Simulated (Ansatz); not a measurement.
# H10C3: the cost of one run

All numbers below are computed with Ansatz 0.2.0 (DFT PBE+D3(BJ), plane waves, PAW, scalar-relativistic, no spin polarisation).

## Step 1: The structure to begin with

The cell holds 39 atoms (C9H30): a = 7.747 Å, b = 7.747 Å, c = 7.747 Å, α = 90.00°, β = 90.00°, γ = 90.00°.

The coordinates stand in the first input below.

## Step 2: Preparing the start

File input.yaml:

```yaml
accuracy: low
crystal:
  lattice:
    - [7.747311, 0.0, 0.0]
    - [0.0, 7.747311, 0.0]
    - [0.0, 0.0, 7.747311]
  atoms:
    - { symbol: C, position: [0.3765578, 0.9521859, 0.2069653] }
    - { symbol: H, position: [0.5123332, 0.9155476, 0.2046697] }
    - { symbol: H, position: [0.3415469, 1.0101462, 0.0836874] }
    - { symbol: H, position: [0.3548053, 1.045081, 0.3103091] }
    - { symbol: H, position: [0.2975457, 0.8379688, 0.2291949] }
    - { symbol: C, position: [0.6056149, 0.377438, 0.4026274] }
    - { symbol: H, position: [0.5617006, 0.3557955, 0.5344825] }
    - { symbol: H, position: [0.5139532, 0.4605358, 0.3357281] }
    - { symbol: H, position: [0.6148534, 0.2542042, 0.3354658] }
    - { symbol: H, position: [0.7319523, 0.4392167, 0.4048334] }
    - { symbol: C, position: [0.0606869, 0.7728652, 0.7494634] }
    - { symbol: H, position: [-0.0518765, 0.6957479, 0.7153309] }
    - { symbol: H, position: [0.0368362, 0.8393552, 0.8710891] }
    - { symbol: H, position: [0.0851158, 0.8674882, 0.6483085] }
    - { symbol: H, position: [0.172672, 0.6888693, 0.763125] }
    - { symbol: C, position: [0.0210352, 0.3604953, 0.1744257] }
    - { symbol: C, position: [0.0026621, 0.202752, 0.0582497] }
    - { symbol: H, position: [0.0694524, 0.471608, 0.1022587] }
    - { symbol: H, position: [-0.1029498, 0.3968452, 0.2310364] }
    - { symbol: H, position: [0.1108857, 0.3356601, 0.2802957] }
    - { symbol: H, position: [-0.0457552, 0.0916393, 0.1304168] }
    - { symbol: H, position: [-0.0871884, 0.2275872, -0.0476202] }
    - { symbol: H, position: [0.1266471, 0.1664021, 0.001639] }
    - { symbol: C, position: [0.6164438, 0.0365433, 0.8296336] }
    - { symbol: C, position: [0.6350896, 0.0555131, 0.6346724] }
    - { symbol: H, position: [0.6361138, 0.1599951, 0.8949871] }
    - { symbol: H, position: [0.4879738, -0.0103144, 0.8642481] }
    - { symbol: H, position: [0.7107488, -0.0547977, 0.8812256] }
    - { symbol: H, position: [0.6154195, -0.0679387, 0.5693189] }
    - { symbol: H, position: [0.5407846, 0.1468541, 0.5830804] }
    - { symbol: H, position: [0.7635596, 0.1023708, 0.6000579] }
    - { symbol: C, position: [0.5169651, 0.5822644, 1.0429247] }
    - { symbol: C, position: [0.5221967, 0.6082805, 0.8479549] }
    - { symbol: H, position: [0.5381734, 0.7038778, 1.1111795] }
    - { symbol: H, position: [0.392154, 0.5311161, 1.0842087] }
    - { symbol: H, position: [0.6165011, 0.4915747, 1.0849523] }
    - { symbol: H, position: [0.5009885, 0.4866671, 0.7797001] }
    - { symbol: H, position: [0.4226608, 0.6989702, 0.8059273] }
    - { symbol: H, position: [0.6470079, 0.6594288, 0.8066709] }
basis:
  ecutwfc: 420.0
kpoints:
  mp_grid: { grid: [1, 1, 1] }
hamiltonian:
  xc: pbe
  dispersion: d3bj
scf:
  occupations: { method: fermi_dirac, width: 0.05 }
  lower_state_search: "off"
relax:
  f_tol: 0.3
  max_steps: 15
  adjacent_minimum: "off"
output:
  write_density: true
  write_potential: true
  elf: true
  volumetric_format: npy
```

Launch:

```console
ansatz run input.yaml --threads 1 --pin off --max-ram 3072MiB --backend cpu --events-out ev --progress --plain --runs-dir out
```

Q: Estimate wall time and peak memory on 1 thread of Arm Neoverse V1, shared host.

About 8.7 s, with a peak of 0.42 GiB.
